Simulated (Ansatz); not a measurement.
# CH3Ge: the cost of one run

Computed with Ansatz 0.2.0, Gaussian basis. Level: cc-pVTZ, all electrons in the functionals, frozen cores in the correlation of double hybrids and RPA.

To be run: PBE, r2SCAN, PBE0, B3LYP, wB97M-V, B2PLYP, RPA-PBE, at charge 0, doublet; charge 0, quartet; charge 1, singlet; charge 1, triplet.

5 further runs of the same task are left out: 5 set aside as unsound or not needed.

## Step 1: What is computed

The geometry is a PBE0/def2-TZVP stationary point (not a proven minimum). No spin-orbit coupling is included. The filled d shell of Ge may be among the frozen orbitals whatever the setting's name suggests; the logs give the count.

5 atoms, charge 0, spin multiplicity 2.

Atoms are counted from 1 here; the program's logs count them from 0.

Bond lengths: Ge1–C2 1.885 Å, Ge1–H3 1.585 Å, C2–H4 1.090 Å, C2–H5 1.087 Å. Angles: C2–Ge1–H3 99.2°, Ge1–C2–H4 120.5°, Ge1–C2–H5 123.1°, H4–C2–H5 113.6°.

As a file:

```xyz
5
charge 0, multiplicity 2
Ge   -0.01078    0.03215    0.31041
C     0.05047   -0.06253   -1.57117
H     0.35081   -1.47259    0.65242
H    -0.40089   -0.90372   -2.09708
H     0.22545    0.80439   -2.20400
```

No dispersion term is added; wB97M-V holds VV10 nonlocal correlation. B3LYP takes the VWN-RPA correlation.

The geometry shown and the zero of energy belong to the point charge 0, doublet. The yardstick, UCCSD(T), and other wave-function levels (R restricted, U unrestricted, valence and pair active spaces) come from earlier runs.

## Step 2: PBE, charge 0, doublet

Input file in.yaml:

```yaml
crystal:
  periodic: [false, false, false]
  atoms:
    - {symbol: Ge, position_ang: [-0.010779, 0.032151, 0.310414]}
    - {symbol: C, position_ang: [0.050474, -0.062529, -1.571171]}
    - {symbol: H, position_ang: [0.350811, -1.472587, 0.652420]}
    - {symbol: H, position_ang: [-0.400886, -0.903724, -2.097076]}
    - {symbol: H, position_ang: [0.225451, 0.804390, -2.203997]}
basis:
  gaussian: {orbitals: cc-pVTZ}
magnetization: {spin_polarized: true, initial_magnetization: 1}
hamiltonian: {xc: {name: PBE}}
output: {orbitals: {seedname: orbitals}}
```

Run with:

```sh
> ansatz run in.yaml --threads 2 --pin off --events-out ev --progress --plain --max-ram 16896MiB --backend cuda --devices 0, --max-vram 18GiB
```

Q: Estimate wall time and peak memory on 1 × H100 (card shared with other runs) with 2 threads of AMD EPYC 7R13, shared host.

About 2.3 s, with a peak of 0.8 GiB on the host.
